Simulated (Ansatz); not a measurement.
**doublet CH3FGeO+ at 6 levels**

We compute a comparison of 6 runs (UHF/6-31G*, U-revPBE/6-31G*, U-wB97M-V/6-31G*, UBHLYP/6-31G*, UPBE/6-31G*, UMP2/6-31G*) of doublet CH3FGeO+. 

Program for the calculation: Ansatz 0.2.0.

125 further runs of the same task are left out: 125 set aside as unsound or not needed.

### Step 1. The molecule

CH3FGeO+ has 7 atoms, charge +1, and is taken as a doublet. SMILES of the parent species: `C[O][Ge][F]`. Geometry: relaxed at PBE0-D4/def2-TZVP. This is one conformer, not always the lowest. That shape belongs to the parent species and isn't relaxed for this state.

Bond lengths: C1–O2 1.413 Å, O2–Ge3 1.764 Å, Ge3–F4 1.768 Å, C1–H5 1.092 Å, C1–H6 1.093 Å, C1–H7 1.093 Å. Angles: C1–O2–Ge3 128.6°, O2–Ge3–F4 99.1°, O2–C1–H5 112.1°, O2–C1–H6 109.1°, O2–C1–H7 109.0°, H5–C1–H6 109.1°, H5–C1–H7 109.1°, H6–C1–H7 108.4°.

### Step 2. A single-point energy at UHF/6-31G(d) (spherical functions) (run 1)

molecule.yaml

```yaml
crystal:
  periodic: [false, false, false]
  atoms:
    - {symbol: C, position_ang: [-0.504800, 0.491500, 0.394900]}
    - {symbol: O, position_ang: [0.412400, 0.624200, -0.671900]}
    - {symbol: Ge, position_ang: [1.441700, -0.610700, -1.398400]}
    - {symbol: F, position_ang: [0.967400, -1.990600, -0.400200]}
    - {symbol: H, position_ang: [-0.548500, -0.532200, 0.773800]}
    - {symbol: H, position_ang: [-0.208000, 1.161100, 1.206600]}
    - {symbol: H, position_ang: [-1.498700, 0.788500, 0.049700]}
basis:
  gaussian:
    orbitals: 6-31G_st_-spherical.json
hamiltonian:
  xc: hf
total_charge: 1
magnetization:
  spin_polarized: true
  initial_magnetization: 1
output: {orbitals: {seedname: orbitals}}
accuracy: high
```

The basis set 6-31G* is read from a file made from the Basis Set Exchange's data (not shown).

Command:

```bash
$ ansatz run molecule.yaml --threads 1 --pin off --max-ram 3480MiB --events-out events.jsonl --progress --plain --runs-dir runs
```

Output:

```text
Warning: RAYON_NUM_THREADS=1 ignored (pool sized by the plan → 1); use --threads N
Functional definition: HF
  name "HF"
  exchange = exact_x
  correlation = 0
1734 factors; integrals over basis functions are off by at most 4.3e-9 eV
mean field evaluation 1: about -62269.4285 eV, gradient 4.5e1 eV
mean field evaluation 2: about -62269.4353 eV, gradient 4.5e1 eV
mean field evaluation 4: about -62277.7793 eV, gradient 3.8e0 eV
mean field evaluation 8: about -62277.9251 eV, gradient 2.4e-1 eV
mean field evaluation 16: about -62277.9264 eV, gradient 2.6e-8 eV
mean field evaluation 32: about -62277.8270 eV, gradient 1.9e-1 eV
mean field evaluation 64: about -62277.8587 eV, gradient 5.8e-1 eV
mean field evaluation 96: about -62278.0074 eV, gradient 1.8e0 eV
mean field evaluation 128: about -62278.1094 eV, gradient 5.6e-3 eV
mean field evaluation 160: about -62278.1094 eV, gradient 3.7e-2 eV
mean field evaluation 192: about -62275.4820 eV, gradient 1.2e0 eV
mean field evaluation 224: about -62278.1063 eV, gradient 1.0e-1 eV
mean field evaluation 256: about -62277.9079 eV, gradient 8.3e-1 eV
mean field evaluation 288: about -62277.8470 eV, gradient 3.3e-1 eV
mean field evaluation 320: about -62277.6712 eV, gradient 1.5e0 eV
mean field evaluation 352: about -62277.3473 eV, gradient 3.9e0 eV
mean field -62278.11290428 eV, -2288.6784356114 hartree, gradient 2.7e-8 eV, S^2 0.820218; 5 other end points of the search recorded, 0 dependent functions left out
reference -62278.11290428 eV, -2288.6784356114 hartree; 29, 28 occupied and 51, 52 virtual orbitals, 1734 factors
Total energy: -62278.11290428 eV, -2288.6784356114 hartree
```

It took 25 s on 1 thread of Arm Neoverse V2, shared host; peak memory 0.3 GiB.

### Step 3. The energy at U-revPBE/6-31G(d) (spherical functions) (run 2)

Changes to molecule.yaml since step 2:

```diff
@@ -13,5 +13,4 @@
     orbitals: 6-31G_st_-spherical.json
-hamiltonian:
-  xc: hf
-total_charge: 1
+output: {orbitals: {seedname: orbitals}}
+accuracy: high
 magnetization:
@@ -19,3 +18,4 @@
   initial_magnetization: 1
-output: {orbitals: {seedname: orbitals}}
-accuracy: high
+hamiltonian:
+  xc: {name: revPBE}
+total_charge: 1
```

The basis set 6-31G* is read from a file made from the Basis Set Exchange's data (not shown).

Command:

```bash
$ ansatz run molecule.yaml --threads 1 --pin off --max-ram 3480MiB --events-out events.jsonl --progress --plain --runs-dir runs
```

Output:

```text
Warning: RAYON_NUM_THREADS=1 ignored (pool sized by the plan → 1); use --threads N
Functional definition: revPBE
  name "revPBE"
  parameter kappa = 1.245
  parameter beta = 0.06672455060314922
  exchange = pbe_x(kappa = kappa, mu = beta*pi^2/3)
  correlation = pbe_c(beta = beta)
1734 factors; integrals over basis functions are off by at most 4.3e-9 eV
mean field evaluation 1: about -62321.6791 eV, gradient 7.5e1 eV
mean field evaluation 2: about -62122.4930 eV, gradient 1.9e2 eV
mean field evaluation 4: about -62323.9936 eV, gradient 7.0e1 eV
mean field evaluation 8: about -62345.2432 eV, gradient 1.0e0 eV
mean field evaluation 16: about -62345.2410 eV, gradient 1.6e-3 eV
mean field evaluation 32: about -62344.2252 eV, gradient 6.4e0 eV
mean field -62345.24099844 eV, -2291.1453475706 hartree, gradient 8.9e-8 eV, S^2 0.753196; 5 other end points of the search recorded, 0 dependent functions left out
reference -62345.24100250 eV, -2291.1453477196 hartree; 29, 28 occupied and 51, 52 virtual orbitals, 1734 factors
Total energy: -62345.24100250 eV, -2291.1453477196 hartree
```

Wall time 14 s (1 thread of Arm Neoverse V2, shared host); peak memory 0.25 GiB.

Runs 3 to 4 aren't shown in full; the table further down has their settings and results.

### Step 4. A single-point energy at UPBE/6-31G(d) (spherical functions) (run 5)

in.yaml

```yaml
crystal:
  periodic: [false, false, false]
  atoms:
    - {symbol: C, position_ang: [-0.504800, 0.491500, 0.394900]}
    - {symbol: O, position_ang: [0.412400, 0.624200, -0.671900]}
    - {symbol: Ge, position_ang: [1.441700, -0.610700, -1.398400]}
    - {symbol: F, position_ang: [0.967400, -1.990600, -0.400200]}
    - {symbol: H, position_ang: [-0.548500, -0.532200, 0.773800]}
    - {symbol: H, position_ang: [-0.208000, 1.161100, 1.206600]}
    - {symbol: H, position_ang: [-1.498700, 0.788500, 0.049700]}
basis:
  gaussian: {orbitals: 6-31G_st_-spherical.json}
total_charge: 1
magnetization: {spin_polarized: true, initial_magnetization: 1}
hamiltonian: {xc: {name: PBE}}
accuracy: high
output: {orbitals: {seedname: orbitals}}
```

The basis set 6-31G* is read from a file made from the Basis Set Exchange's data (not shown).

Command:

```bash
$ ansatz run in.yaml --threads 1 --pin off --max-ram 3480MiB --events-out events.jsonl --progress --plain --runs-dir runs
```

Output:

```text
Warning: RAYON_NUM_THREADS=1 ignored (pool sized by the plan → 1); use --threads N
Functional definition: PBE
  name "PBE"
  parameter kappa = 0.804
[... 3 set-up lines as earlier in the session ...]
1734 factors; integrals over basis functions are off by at most 4.3e-9 eV
mean field evaluation 1: about -62312.6054 eV, gradient 7.6e1 eV
mean field evaluation 2: about -62110.5908 eV, gradient 1.9e2 eV
mean field evaluation 4: about -62314.9981 eV, gradient 7.1e1 eV
mean field evaluation 8: about -62336.7118 eV, gradient 1.0e0 eV
mean field evaluation 16: about -62336.7096 eV, gradient 1.3e-3 eV
mean field evaluation 32: about -62335.7096 eV, gradient 6.5e0 eV
mean field -62336.70964810 eV, -2290.8318262282 hartree, gradient 9.9e-8 eV, S^2 0.752794; 5 other end points of the search recorded, 0 dependent functions left out
reference -62336.70965135 eV, -2290.8318263478 hartree; 29, 28 occupied and 51, 52 virtual orbitals, 1734 factors
Total energy: -62336.70965135 eV, -2290.8318263478 hartree
```

Run time: 15 s. Hardware: 1 thread of Arm Neoverse V2, shared host; peak memory 0.24 GiB.

### Step 5. A single-point energy at UMP2/6-31G(d) (spherical functions) (run 6)

job.yaml

```yaml
crystal:
  periodic: [false, false, false]
  atoms:
    - {symbol: C, position_ang: [-0.504800, 0.491500, 0.394900]}
    - {symbol: O, position_ang: [0.412400, 0.624200, -0.671900]}
    - {symbol: Ge, position_ang: [1.441700, -0.610700, -1.398400]}
    - {symbol: F, position_ang: [0.967400, -1.990600, -0.400200]}
    - {symbol: H, position_ang: [-0.548500, -0.532200, 0.773800]}
    - {symbol: H, position_ang: [-0.208000, 1.161100, 1.206600]}
    - {symbol: H, position_ang: [-1.498700, 0.788500, 0.049700]}
basis:
  gaussian:
    orbitals: 6-31G_st_-spherical.json
total_charge: 1
magnetization:
  spin_polarized: true
  initial_magnetization: 1
correlation:
  method: mp2
  frozen_orbitals: {C: 1, F: 1, Ge: 9, H: 0, O: 1}
accuracy: high
```

The basis set 6-31G* is read from a file made from the Basis Set Exchange's data (not shown).

Command:

```bash
$ ansatz run job.yaml --threads 1 --pin off --max-ram 3480MiB --events-out events.jsonl --progress --plain --runs-dir runs
```

Output (excerpt; [...] marks lines left out):

```text
Warning: RAYON_NUM_THREADS=1 ignored (pool sized by the plan → 1); use --threads N
[... 2 set-up lines as earlier in the session ...]
[...]
1734 factors; integrals over basis functions are off by at most 4.3e-9 eV
[...]
mean field -62278.11290428 eV, -2288.6784356114 hartree, gradient 9.2e-8 eV, S^2 0.820218; 13 other end points of the search recorded, 0 dependent functions left out
12 core orbitals not correlated: weight in the atoms' cores, before any rotation towards them, 1.000 or more for the frozen orbitals, at most 0.000 for the correlated occupied ones
reference -62278.11290428 eV, -2288.6784356114 hartree; 17, 16 occupied and 51, 52 virtual orbitals, 1734 factors
second order -18.22187544 eV of doubles, -0.00000000 eV of singles
Total energy: -62296.33477972 eV, -2289.3480771825 hartree
```

Wall time 22 s (1 thread of Arm Neoverse V2, shared host); peak memory 0.3 GiB.

### Step 6. All runs side by side

```tsv
run	level	frozen core orbitals	energy (Eh)	HOMO energy (eV)	LUMO energy (eV)	⟨S²⟩	wall time
1	UHF/6-31G* (spherical functions)	–	-2288.678436	-17.19	-7.70	0.820	25 s
2	U-revPBE/6-31G* (spherical functions)	–	-2291.145348	-13.52	-13.25	0.753	14 s
3	U-wB97M-V/6-31G* (spherical functions)	–	-2291.173845	-17.27	-10.78	0.761	4 min
4	UBHLYP/6-31G* (spherical functions)	–	-2291.231471	-16.26	-11.79	0.768	31 s
5	UPBE/6-31G* (spherical functions)	–	-2290.831826	-13.57	-13.34	0.753	15 s
6	UMP2/6-31G* (spherical functions)	12	-2289.348077	–	–	0.820	22 s
```

### Step 7. Results

| quantity | value |
| --- | --- |
| run 6: total energy | -2289.34808 Eh |
| run 6: correlation energy (12 core orbitals frozen) | -669.6 mEh |
| run 6: ⟨S²⟩ of the reference determinant | 0.820 |

**Reading.** Totals of different functionals can't be ranked against each other. All runs together took 5.8 min, the longest 4 min.
